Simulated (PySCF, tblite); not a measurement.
**C6H8ClFS: geometry, infrared bands and NMR shifts**

Wanted: the infrared bands and NMR shifts of C6H8ClFS (`C[C@@H]1CC(=S)[C@H](F)[C@@H]1Cl`), by calculation.

Programs: tblite 0.8.0 and PySCF 2.14.0, with density-fitted response routines of our own. Each step states its level of theory. These are calculated values for one molecule in the gas phase, unless marked as measured. Atoms count from 0, in the outputs and in this text.

## (1) The molecule as given

17 atoms, charge 0, multiplicity 1; geometry from: force field or distance geometry start.

Bonds of the start (Å): C0–C1 1.51, C1–C2 1.53, C2–C3 1.51, C3–S4 1.43, C3–C5 1.51, C5–F6 1.37, C5–C7 1.52, C7–Cl8 1.77, C7–C1 1.51, C0–H9 1.10, C0–H10 1.12, C0–H11 1.11, C1–H12 1.09, C2–H13 1.09, C2–H14 1.11, C5–H15 1.10, C7–H16 1.09.

## (2) Relaxing the molecule with GFN2-xTB

Job settings and geometry (Å):

```
{"job": {"kind": "relax", "xc": "GFN2-xTB", "basis": "xTB"}, "charge": 0, "multiplicity": 1}
C      1.955300    -0.479500    -0.112400
C      0.533300     0.004800    -0.237500
C      0.202500     1.113400     0.758200
C     -1.278800     1.234500     0.471600
S     -2.058900     2.420600     0.317800
C     -1.760200    -0.192200     0.419300
F     -2.377500    -0.533000     1.589200
C     -0.500900    -1.009400     0.175500
Cl    -0.098500    -1.920500     1.637800
H      2.373700    -0.265600     0.887600
H      2.588800     0.019500    -0.895200
H      2.043100    -1.566900    -0.296300
H      0.311000     0.389400    -1.236900
H      0.406000     0.828700     1.795200
H      0.760400     2.017800     0.455100
H     -2.422500    -0.332500    -0.453900
H     -0.683700    -1.716900    -0.635400
```

On the command line:

```console
$ OMP_NUM_THREADS=1 python probes_run.py task.json out
```

One launch serves the whole session: the jobs run in the order shown.

**Question.** This job is followed by: GFN2-xTB harmonic vibrations, gas phase; GIAO PBE0/pcSseg-1 NMR shielding, non-relativistic, gas phase. What will the session give for the following? strongest single infrared mode (GFN2-xTB); zero-point energy (GFN2-xTB); 13C shifts against TMS (PBE0/pcSseg-1); 1H shifts against TMS (PBE0/pcSseg-1, means over atoms taken as alike); 33S shifts against CS2 (PBE0/pcSseg-1); 19F shifts against CFCl3 (PBE0/pcSseg-1); 35Cl shifts against HCl (PBE0/pcSseg-1).

The runs gave:

| quantity | value |
| --- | --- |
| strongest single infrared mode (GFN2-xTB) | 1308 cm⁻¹, 41 km/mol |
| zero-point energy (GFN2-xTB) | 79.5 kcal/mol |
| 13C shifts against TMS (PBE0/pcSseg-1) | 276.9, 103.7, 74.5, 58.5, 36.8, 17.1 ppm |
| 1H shifts against TMS (PBE0/pcSseg-1, means over atoms taken as alike) | 5.33, 4.71, 3.18, 3.07, 2.41, 1.39 ppm |
| 33S shifts against CS2 (PBE0/pcSseg-1) | 1060 ppm |
| 19F shifts against CFCl3 (PBE0/pcSseg-1) | -189.0 ppm |
| 35Cl shifts against HCl (PBE0/pcSseg-1) | 68 ppm |

In words: Over 72 steps the energy fell by 1.490 eV; of the close pairs, C3–S4 changed most, 1.428 to 1.612 Å. All 45 modes are real, so the xTB geometry is a minimum. The strongest single mode, at 1308 cm⁻¹, is spread over many atoms; the largest shares are those of C3, H12. GFN2-xTB is a fitted tight-binding method: band positions and strengths are rough. Its intensities can rank the bands wrongly. C3 (thiocarbonyl carbon) lies farthest downfield among carbon, at 276.9 ppm; low-lying n→π* states of the double bond to the heteroatom give a large paramagnetic term (-351 ppm). The most deshielded hydrogen is H15 (hydrogen on an sp3 CH bonded to F), at 5.33 ppm: its carbon carries F, hence the downfield position. At PBE0/pcSseg-1: The widest tensor belongs to S4: span 2832 ppm, with a paramagnetic part of -1611 ppm.
